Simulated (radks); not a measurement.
**The Coulomb parameter U of the 4d shell of Zr⁺**

One table from this session's results is given with a row withheld; the runs are named, their logs left out.

Program: radks (a radial shooting solver on a logarithmic mesh, Libxc functionals) version 1. Level of theory: scalar-relativistic Kohn-Sham, r2SCAN, spin-unpolarised, spherical densities, finite nucleus. These are calculated values, not measurements, unless marked.

### What is computed

| Property | Result |
| --- | --- |
| element | zirconium (Z = 40) |
| charge | +1 |
| electrons | 39 |
| configuration | [Kr] 4d1 5s1 5p1 |
| nuclear rms radius | 4.2694 fm |

Outer shells as boxes (Hund's rule):

Zr⁺
```
[Kr] core
4d [↑ ][  ][  ][  ][  ]
5s [↑ ]
5p [↑ ][  ][  ]
```

The first run:

Input:

```text
Z 40
configuration [Kr] 4d1 5s1 5p1
relativity scalar-relativistic
functional r2scan,r2scan
spin unpolarised
nucleus finite rms 4.2694 fm
c 137.035999084
```

Among the steps run: Start: [Kr] 4d1 5s1 5p1.

One of the session's tables, all rows but one given; the rest of the session is left out.

It belongs to the step «Start: [Kr] 4d1 5s1 5p1». Sizes of the orbitals, from the radial functions (bohr):

```
level     <r>  outermost maximum (interpolated)  90 % within  nodes
   3s  0.4573                             0.408        0.676      2
   3p  0.4614                             0.402        0.698      1
   3d  0.4525                             0.349        0.727      0
   4s   1.208                              1.08         1.76      3
   4p   1.350                              1.17         2.00      2
   4d   1.989                              1.52         3.18      1
   5s       ?                                 ?            ?      ?
   5p   4.005                              3.53         5.80      3
```

**Question.** Estimate the row for 5s.

As computed: <r>: 3.356; outermost maximum (interpolated): 2.97; 90 % within: 4.86; nodes: 4. In the column «<r>» it lies between 4d (1.989) and 5p (4.005).
